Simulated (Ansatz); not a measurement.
The system is PtSe.

```
Pt Se
1.0
     0.00000    2.79841    2.79841
     2.79841    0.00000    2.79841
     2.79841    2.79841    0.00000
Pt Se
1 1
Direct
  0.50000 0.50000 0.50000
  0.00000 0.00000 0.00000
```

The cell comes from a database or a generator and needn't be the stable form of this composition.

```yaml
Program: Ansatz 0.2.0
Task: relaxation of cell and atoms
Functional: PBE0
Potentials_or_basis: Ansatz PAW
Cutoff: "420 eV (not typed: the program's choice for these potentials)"
k_mesh: 4 × 4 × 4
Occupations: fermi-dirac, width 0.05 eV
Spin: no spin polarisation
```

At the start: volume 21.91 Å³/atom.

Task: Where does the relaxation end?

Result: It ends after 6 steps and the volume is 18.35 Å³/atom (-16.2 %); space group Fm-3m (No. 225, to 0.05 Å).

The path:
```tsv
step	energy change (eV)	largest force (eV/Å)	volume (Å³)
1	0.0000	0.0000	43.83
2	-0.4144	0.0000	37.73
3	-0.4240	0.0000	36.26
4	-0.4264	0.0000	36.73
5	-0.4264	0.0000	36.71
6	-0.4242	0.0000	36.71
```

Final structure:
```xyz
2
Lattice="0.0000 2.6378 2.6378 2.6378 0.0000 2.6378 2.6378 2.6378 0.0000" Properties=species:S:1:pos:R:3 pbc="T T T"
Pt    2.6378    2.6378    2.6378
Se    0.0000    0.0000    0.0000
```

Caveat: the k mesh is coarse (spacing up to 0.49 Å⁻¹), so the values aren't converged, least of all with exact exchange; the volume moved by over 15 % at a fixed basis, so the end points are rough; the plane-wave basis is chosen anew once the cell has moved, so the energies of steps on either side of that aren't comparable; the PAW data sets come from PBE, with cores solved anew for the run's functional, which leaves a small shift of forces and pressure.
